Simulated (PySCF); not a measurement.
**C3H7F3N2OSi: NMR shifts in solvents**

Aim: compute the NMR shifts of C3H7F3N2OSi (`N[SiH2]N(C=O)CC(F)(F)F`), and see what a dielectric continuum does where one was used.

The runs use PySCF 2.14.0, with density-fitted response routines of our own; the level of theory stands in each step. All values are computed, except where a source is named. Atoms are numbered from 0 throughout.

## (1) Starting geometry

17 atoms, charge 0, multiplicity 1; geometry from: GFN2-xTB. The atoms were then displaced at random by about 0.01 Å, so the start is not that level's minimum.

Bonds of the start (Å): N0–Si1 1.73, Si1–N2 1.80, N2–C3 1.35, C3–O4 1.17, N2–C5 1.41, C5–C6 1.52, C6–F7 1.33, C6–F8 1.35, C6–F9 1.35, N0–H10 1.02, N0–H11 0.98, Si1–H12 1.46, Si1–H13 1.46, C3–H14 1.12, C5–H15 1.09, C5–H16 1.09.

## (2) Relaxing the molecule at PBE0-D3(BJ)/def2-SVP

What the job is given:

```
{"job": {"xc": "PBE0", "basis": "def2-SVP", "d3": "d3bj", "grid": 1, "shake": 0.01, "kind": "geom"}, "charge": 0, "multiplicity": 1}
N      2.716210    -0.539970    -0.305800
Si     1.291620    -0.547510     0.680150
N      0.025270     0.269780    -0.295750
C      0.313800     1.578180    -0.481760
O      1.278680     2.103320    -0.073570
C     -1.180130    -0.329670    -0.708140
C     -2.216780    -0.260670     0.401380
F     -1.810730    -0.857960     1.520630
F     -2.528950     1.009890     0.745380
F     -3.378410    -0.849070     0.044570
H      2.979000     0.385810    -0.646610
H      3.506820    -1.042490    -0.009100
H      1.251030     0.109090     1.981940
H      0.836250    -1.930980     0.721940
H     -0.496450     2.106790    -1.052310
H     -1.593130     0.185610    -1.576530
H     -1.010610    -1.378330    -0.936240
```

On the command line:

```bash
$ OMP_NUM_THREADS=1 python probes_run.py task.json out
```

This one command runs all jobs of the session in turn.

The log of the run:

```text
step   0  E = -891.07243547  max force = 0.074833
step   1  E = -891.08080611  max force = 0.020278
step   2  E = -891.08096347  max force = 0.015343
step   3  E = -891.08202229  max force = 0.003864
step   4  E = -891.08217943  max force = 0.002244
step   5  E = -891.08237136  max force = 0.001982
step   6  E = -891.08259256  max force = 0.003511
step   7  E = -891.08275734  max force = 0.002703
step   8  E = -891.08288517  max force = 0.002029
step   9  E = -891.08303252  max force = 0.002420
step  10  E = -891.08309857  max force = 0.001923
step  11  E = -891.08317194  max force = 0.001120
step  12  E = -891.08323389  max force = 0.001256
step  13  E = -891.08350187  max force = 0.006469
step  14  E = -891.08369011  max force = 0.003065
step  15  E = -891.08333442  max force = 0.007114
step  16  E = -891.08414664  max force = 0.001809
step  17  E = -891.08420660  max force = 0.001081
step  18  E = -891.08424476  max force = 0.000867
step  19  E = -891.08425541  max force = 0.000429
optimisation converged
```

Wall time 5 min (1 thread of Arm Neoverse V2, shared host); peak memory 0.85 GiB.

Along the way: (the energy doesn't fall at every step)

| step | energy from step 0 (eV) | largest force component (eV/Å) |
| --- | --- | --- |
| 0 | 0.0000 | 3.8481 |
| 1 | -0.2278 | 1.0427 |
| 2 | -0.2321 | 0.7890 |
| 3 | -0.2609 | 0.1987 |
| 4 | -0.2651 | 0.1154 |
| 5 | -0.2704 | 0.1019 |
| 6 | -0.2764 | 0.1805 |
| 7 | -0.2809 | 0.1390 |
| 8 | -0.2844 | 0.1043 |
| 9 | -0.2884 | 0.1244 |
| 10 | -0.2902 | 0.0989 |
| 11 | -0.2922 | 0.0576 |
| 12 | -0.2938 | 0.0646 |
| 13 | -0.3011 | 0.3326 |
| 14 | -0.3063 | 0.1576 |
| 15 | -0.2966 | 0.3658 |
| 16 | -0.3187 | 0.0930 |
| 17 | -0.3203 | 0.0556 |
| 18 | -0.3213 | 0.0446 |
| 19 | -0.3216 | 0.0221 |

Distances of close pairs at the start and the end, largest changes first:

| bond | before (Å) | after (Å) | change (Å) |
| --- | --- | --- | --- |
| C3–O4 | 1.172 | 1.212 | +0.040 |
| Si1–H13 | 1.457 | 1.490 | +0.032 |
| N0–H11 | 0.983 | 1.013 | +0.030 |
| N2–C5 | 1.408 | 1.435 | +0.027 |
| Si1–H12 | 1.459 | 1.482 | +0.024 |
| N0–Si1 | 1.733 | 1.711 | -0.021 |
| C6–F8 | 1.353 | 1.334 | -0.019 |
| C6–F9 | 1.350 | 1.334 | -0.016 |

The final coordinates are the input of the step that follows.

| at the end point | value |
| --- | --- |
| point group (found at 0.08 Å tolerance) | C1 |
| rotational constants (GHz, main isotopes) | 2.063, 0.686, 0.589 |
| dipole moment (D) | 3.41 |

## (3) Shielding tensors: PBE0/pcSseg-1 in acetone

What the job is given:

```
{"job": {"kind": "nmr", "xc": "PBE0", "basis": "pcSseg-1", "solvent": "acetone", "pop": true}, "charge": 0, "multiplicity": 1}
N      2.928796     0.117228     0.161343
Si     1.376702    -0.355452     0.704729
N     -0.010860     0.311566    -0.247523
C     -0.048373     1.672997    -0.313580
O      0.795431     2.376909     0.197676
C     -1.081335    -0.469076    -0.799519
C     -2.164744    -0.762003     0.220374
F     -1.669032    -1.415297     1.275164
F     -2.726130     0.361417     0.670276
F     -3.124456    -1.516858    -0.317762
H      3.161086     1.103682     0.212067
H      3.343474    -0.324375    -0.650222
H      1.170952     0.045190     2.117138
H      1.228933    -1.822767     0.495310
H     -0.911384     2.087786    -0.888626
H     -1.559913     0.050653    -1.645217
H     -0.712355    -1.436010    -1.173081
```

Level: GIAO PBE0/pcSseg-1 NMR shielding, non-relativistic, IEF-PCM acetone.

The log of the run:

```text
coarse grid: 15696 points
cycle   1  E = -891.2390967454  dE =  1.577e+00  |g| = 1.173e+00  |ddm| = 3.682e+00
cycle   2  E = -890.7624416118  dE =  4.767e-01  |g| = 2.005e+00  |ddm| = 2.019e+00
cycle   3  E = -891.4675309089  dE = -7.051e-01  |g| = 2.886e-01  |ddm| = 1.512e+00
cycle   4  E = -891.4823446185  dE = -1.481e-02  |g| = 8.663e-02  |ddm| = 2.300e-01
cycle   5  E = -891.4836198023  dE = -1.275e-03  |g| = 1.724e-02  |ddm| = 5.663e-02
cycle   6  E = -891.4836741500  dE = -5.435e-05  |g| = 5.696e-03  |ddm| = 1.340e-02
cycle   7  E = -891.4836801521  dE = -6.002e-06  |g| = 1.689e-03  |ddm| = 4.043e-03
final grid: 151160 points
cycle   8  E = -891.5650639196  dE = -3.427e-05  |g| = 1.323e-02  |ddm| = 2.481e-02
cycle   9  E = -891.5649945604  dE =  6.936e-05  |g| = 2.358e-02  |ddm| = 2.290e-02
cycle  10  E = -891.5650958368  dE = -1.013e-04  |g| = 2.294e-03  |ddm| = 1.526e-02
cycle  11  E = -891.5650968274  dE = -9.907e-07  |g| = 3.497e-04  |ddm| = 1.565e-03
cycle  12  E = -891.5650968478  dE = -2.035e-08  |g| = 1.233e-04  |ddm| = 3.272e-04
cycle  13  E = -891.5650968510  dE = -3.209e-09  |g| = 3.651e-05  |ddm| = 1.217e-04
cycle  14  E = -891.5650968512  dE = -2.271e-10  |g| = 1.147e-05  |ddm| = 2.857e-05
converged SCF energy = -891.5650968512

GIAO shielding tensors (ppm)
atom      isotropic    diamagn.    paramagn.     s11        s22        s33       span
  0 N      240.674     320.746     -80.071    229.643    235.126    257.254     27.611
  1 Si     385.522     881.890    -496.368    347.037    390.123    419.406     72.369
  2 N      117.092     337.170    -220.078     -9.969    171.735    189.510    199.479
  3 C        7.362     248.314    -240.952    -71.622     17.317     76.390    148.012
  4 O      -86.630     403.578    -490.208   -360.049   -201.873    302.033    662.082
  5 C      136.995     246.265    -109.270    117.192    133.624    160.169     42.977
  6 C       54.817     247.972    -193.155     51.397     55.527     57.528      6.131
  7 F      269.285     477.102    -207.817    186.322    273.756    347.777    161.455
  8 F      270.228     475.119    -204.891    186.599    275.655    348.430    161.831
  9 F      270.751     468.867    -198.116    186.175    280.223    345.855    159.680
 10 H       29.640      31.107      -1.467     21.649     27.149     40.123     18.474
 11 H       29.681      30.648      -0.967     23.001     25.311     40.730     17.729
 12 H       26.275      30.928      -4.653     22.271     25.877     30.676      8.405
 13 H       26.829      31.300      -4.470     22.423     27.459     30.605      8.182
 14 H       23.006      28.775      -5.768     19.506     23.429     26.084      6.578
 15 H       27.433      29.342      -1.909     23.411     26.953     31.934      8.523
 16 H       27.643      30.082      -2.439     23.224     28.125     31.582      8.358
```

It took 34 s on 1 thread of Arm Neoverse V2, shared host; peak memory 1.1 GiB.

Shifts follow as δ = σ(reference) − σ, with reference shieldings (ppm) from runs at the same level and on the same kind of geometry: 1H TMS 31.24, 13C TMS 185.4, 29Si TMS 351.8, 19F CFCl3 180.4, 15N NH3 268.4, 17O H2O 342.8. The references are single molecules in the same continuum, so shifts against H2O, NH3, PH3, H3PO4 or CFCl3 are not on the usual liquid scales and can be off by tens of ppm. Atoms listed in one row are averaged.

| atoms | environment | σ (ppm) | δ (ppm) |
| --- | --- | --- | --- |
| C3 | amide carbonyl carbon | 7.4 | 178.1 |
| C6 | CF3 carbon | 54.8 | 130.6 |
| C5 | sp3 CH2 bonded to N | 137.0 | 48.4 |
| H14 | hydrogen on an amide carbonyl carbon | 23.01 | 8.23 |
| H12, H13 | hydrogen on a silicon bonded to 2 N | 26.55 | 4.69 |
| H15, H16 | hydrogen on an sp3 CH2 bonded to N | 27.54 | 3.70 |
| H10, H11 | hydrogen on a nitrogen bonded to Si | 29.66 | 1.58 |
| N2 | amide-type nitrogen | 117.1 | 151.3 |
| N0 | nitrogen bonded to Si, 2 H | 240.7 | 27.8 |
| Si1 | silicon bonded to 2 N, 2 H | 385.5 | -33.7 |
| O4 | amide-type carbonyl oxygen | -86.6 | 429.4 |
| F7, F8, F9 | fluorine of a CF3 group | 270.1 | -89.7 |

Charges from the same density, by scheme (e):

| atoms | Mulliken | IAO | Hirshfeld | ESP fit |
| --- | --- | --- | --- | --- |
| N0 | -0.65 | -0.84 | -0.32 | -1.13 |
| Si1 | 0.83 | 0.96 | 0.38 | 0.77 |
| N2 | -0.78 | -0.46 | -0.14 | -0.10 |
| C3 | 0.45 | 0.32 | 0.14 | 0.34 |
| O4 | -0.49 | -0.52 | -0.30 | -0.55 |
| C5 | -0.05 | -0.20 | -0.04 | -0.63 |
| C6 | 0.78 | 0.80 | 0.26 | 0.73 |
| F7, F8, F9 | -0.27 | -0.28 | -0.09 | -0.23 |

Mayer bond orders: N0–Si1 1.13, Si1–N2 0.70, N2–C3 1.17, C3–O4 1.82, N2–C5 0.95, C5–C6 1.00, C6–F7 0.99, C6–F8 1.01, C6–F9 1.00.

## (4) Nuclear shieldings: PBE0/pcSseg-1 in water

Settings changed since step 3:

```diff
@@ -1,2 +1,2 @@
-{"job": {"kind": "nmr", "xc": "PBE0", "basis": "pcSseg-1", "solvent": "acetone", "pop": true}, "charge": 0, "multiplicity": 1}
+{"job": {"kind": "nmr", "xc": "PBE0", "basis": "pcSseg-1", "solvent": "water", "pop": false}, "charge": 0, "multiplicity": 1}
 N      2.928796     0.117228     0.161343
```

With the program's defaults for keys left out, this is: GIAO PBE0/pcSseg-1 NMR shielding, non-relativistic, IEF-PCM water.

The log of the run:

```text
coarse grid: 15696 points
cycle   1  E = -891.2409163383  dE =  1.576e+00  |g| = 1.171e+00  |ddm| = 3.682e+00
cycle   2  E = -890.7735993241  dE =  4.673e-01  |g| = 1.993e+00  |ddm| = 1.996e+00
cycle   3  E = -891.4689554714  dE = -6.954e-01  |g| = 2.841e-01  |ddm| = 1.488e+00
cycle   4  E = -891.4832773071  dE = -1.432e-02  |g| = 8.592e-02  |ddm| = 2.263e-01
cycle   5  E = -891.4845337891  dE = -1.256e-03  |g| = 1.698e-02  |ddm| = 5.618e-02
cycle   6  E = -891.4845865552  dE = -5.277e-05  |g| = 5.581e-03  |ddm| = 1.323e-02
cycle   7  E = -891.4845923180  dE = -5.763e-06  |g| = 1.661e-03  |ddm| = 3.961e-03
final grid: 151160 points
cycle   8  E = -891.5659716074  dE = -3.454e-05  |g| = 1.317e-02  |ddm| = 2.479e-02
cycle   9  E = -891.5659039130  dE =  6.769e-05  |g| = 2.336e-02  |ddm| = 2.269e-02
cycle  10  E = -891.5660032444  dE = -9.933e-05  |g| = 2.267e-03  |ddm| = 1.507e-02
cycle  11  E = -891.5660042104  dE = -9.661e-07  |g| = 3.512e-04  |ddm| = 1.546e-03
cycle  12  E = -891.5660042310  dE = -2.057e-08  |g| = 1.231e-04  |ddm| = 3.272e-04
cycle  13  E = -891.5660042342  dE = -3.203e-09  |g| = 3.619e-05  |ddm| = 1.210e-04
cycle  14  E = -891.5660042344  dE = -2.249e-10  |g| = 1.140e-05  |ddm| = 2.836e-05
converged SCF energy = -891.5660042344

GIAO shielding tensors (ppm)
atom      isotropic    diamagn.    paramagn.     s11        s22        s33       span
  0 N      240.774     320.780     -80.006    229.790    235.185    257.347     27.557
  1 Si     385.532     881.899    -496.367    346.895    390.136    419.564     72.669
  2 N      116.670     337.137    -220.467    -10.699    171.619    189.089    199.789
  3 C        7.075     248.311    -241.237    -71.399     16.055     76.568    147.968
  4 O      -84.297     403.690    -487.986   -356.429   -199.147    302.686    659.115
  5 C      137.025     246.273    -109.248    117.233    133.657    160.184     42.951
  6 C       54.761     248.012    -193.252     51.272     55.422     57.589      6.317
  7 F      269.505     477.139    -207.634    186.494    274.059    347.962    161.468
  8 F      270.410     475.144    -204.734    186.715    275.947    348.568    161.853
  9 F      270.848     468.869    -198.021    186.237    280.363    345.942    159.705
 10 H       29.641      31.113      -1.472     21.648     27.149     40.127     18.480
 11 H       29.638      30.626      -0.988     22.948     25.251     40.716     17.768
 12 H       26.289      30.958      -4.668     22.287     25.899     30.682      8.394
 13 H       26.818      31.290      -4.472     22.409     27.446     30.600      8.191
 14 H       22.992      28.751      -5.758     19.482     23.416     26.079      6.597
 15 H       27.396      29.293      -1.897     23.368     26.906     31.915      8.547
 16 H       27.616      30.048      -2.432     23.193     28.089     31.566      8.373
```

Wall time 32 s (1 thread of Arm Neoverse V2, shared host); peak memory 1.1 GiB.

In short: δ C3 178.4, C6 130.7, C5 48.5, N2 151.9, H14 8.25, H12 4.69 ppm (means over like atoms).

## (5) Run by run: NMR shifts

Shifts (ppm) of some atoms, chosen among heavy atoms and hydrogens apart, means over like atoms, with basis size and wall time:

| run | C3 | C6 | H15 | H10 | N2 | N0 | O4 | functions | time |
| --- | --- | --- | --- | --- | --- | --- | --- | --- | --- |
| PBE0/pcSseg-1 in acetone | 178.1 | 130.6 | 3.70 | 1.58 | 151.3 | 27.8 | 429.4 | 212 | 34 s |
| PBE0/pcSseg-1 in water | 178.4 | 130.7 | 3.73 | 1.60 | 151.9 | 27.8 | 427.5 | 212 | 32 s |

The continuum's effect on the ground state:

| solvent | ε | polarisation energy (Eh) | μ (D) |
| --- | --- | --- | --- |
| acetone | 20.49 | -0.0156 | 4.58 |
| water | 78.36 | -0.0169 | 4.67 |

## (6) Summary of results

| quantity | value |
| --- | --- |
| point group | C1 |
| rotational constants (main isotopes) | 2.06, 0.69, 0.59 GHz |
| 13C shifts against TMS (PBE0/pcSseg-1, acetone) | 178.1, 130.6, 48.4 ppm |
| 1H shifts against TMS (PBE0/pcSseg-1, acetone, means over atoms taken as alike) | 8.23, 4.69, 3.70, 1.58 ppm |
| 15N shifts against NH3 (PBE0/pcSseg-1, acetone) | 151.3, 27.8 ppm |
| 29Si shifts against TMS (PBE0/pcSseg-1, acetone) | -33.7 ppm |
| 17O shifts against H2O (PBE0/pcSseg-1, acetone) | 429.4 ppm |
| 19F shifts against CFCl3 (PBE0/pcSseg-1, acetone, means over atoms taken as alike) | -89.7 ppm |
| range of the shift of O4 | 427.5 to 429.4 ppm |

In words: The optimisation took 19 steps and gained 0.322 eV; among the close pairs (by a distance rule), C3–O4 changed most, from 1.172 to 1.212 Å. No frequency check was run at this level, so the end point may be a saddle. The most deshielded carbon is C3 (amide carbonyl carbon), at 178.1 ppm: it is a carbonyl in resonance with an O or N lone pair, the region of acids, esters and amides. At PBE0/pcSseg-1: The largest span, 662 ppm, is at O4, where the paramagnetic term is -490 ppm. In ppm, O4 moves most: its shift spreads over 1.9 ppm, from 427.5 (PBE0/pcSseg-1 in water) to 429.4 (PBE0/pcSseg-1 in acetone). The continuum holds electrostatics alone: no hydrogen bonds to the solvent, and the gas-phase geometry is kept.
